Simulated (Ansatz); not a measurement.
# InO5: the cost of one run

Computed with Ansatz 0.2.0 (DFT PBE, scalar-relativistic, plane waves, PAW, unless a step's input says otherwise).

**1. Starting point**

Symmetry: F-43m, No. 216, cubic system. Conventional cell: a = 6.505 Å, b = 6.505 Å, c = 6.505 Å, α = 90.00°, β = 90.00°, γ = 90.00°. In (site symmetry -43m) is surrounded by 16 O at 2.70 to 2.82 Å. Around O (site symmetry 3m) lie 9 O at 2.30 to 2.70 Å and 3 In at 2.70 Å. O (site symmetry -43m) has 12 O at 2.70 Å and 4 In at 2.82 Å as nearest neighbours.

Structure file:

```
CELL_PARAMETERS angstrom
0.00000 3.25233 3.25233
3.25233 0.00000 3.25233
3.25233 3.25233 0.00000
ATOMIC_POSITIONS crystal
In 0.00000 0.00000 0.00000
O 0.37500 0.37500 0.87500
O 0.37500 0.87500 0.37500
O 0.87500 0.37500 0.37500
O 0.37500 0.37500 0.37500
O 0.75000 0.75000 0.75000
```

The cell is invented: species swapped into a database cell of ErCu5 (F-43m, No. 216), with In on the Er sites and O on the Cu sites. Lengths come from tabulated atomic sizes and are only a guess.

**2. Probe: one point on a coarse mesh**

Contents of input.yaml:

```yaml
crystal:
  lattice:
    - [0.0, 3.25232646, 3.25232646]
    - [3.25232646, 0.0, 3.25232646]
    - [3.25232646, 3.25232646, 0.0]
  atoms:
    - { symbol: In, position: [0.0, 0.0, 0.0] }
    - { symbol: O, position: [0.375, 0.375, 0.875] }
    - { symbol: O, position: [0.375, 0.875, 0.375] }
    - { symbol: O, position: [0.875, 0.375, 0.375] }
    - { symbol: O, position: [0.375, 0.375, 0.375] }
    - { symbol: O, position: [0.75, 0.75, 0.75] }
basis:
  ecutwfc: 420
kpoints:
  mp_grid: { grid: [4, 4, 4] }
hamiltonian:
  xc: pbe
scf:
  occupations: { method: gaussian, width: 0.1 }
  lower_state_search: "off"
output:
  forces: true
  stress: true
  eigenvalues: true
```

Command:

```console
ansatz run input.yaml --threads 1 --pin off --max-ram 2560MiB --backend cpu --events-out ev --progress --plain --runs-dir out
```

Q: Estimate wall time and peak memory on 1 thread of Arm Neoverse V2, shared host.

About 1.3 s, with a peak of 0.3 GiB.
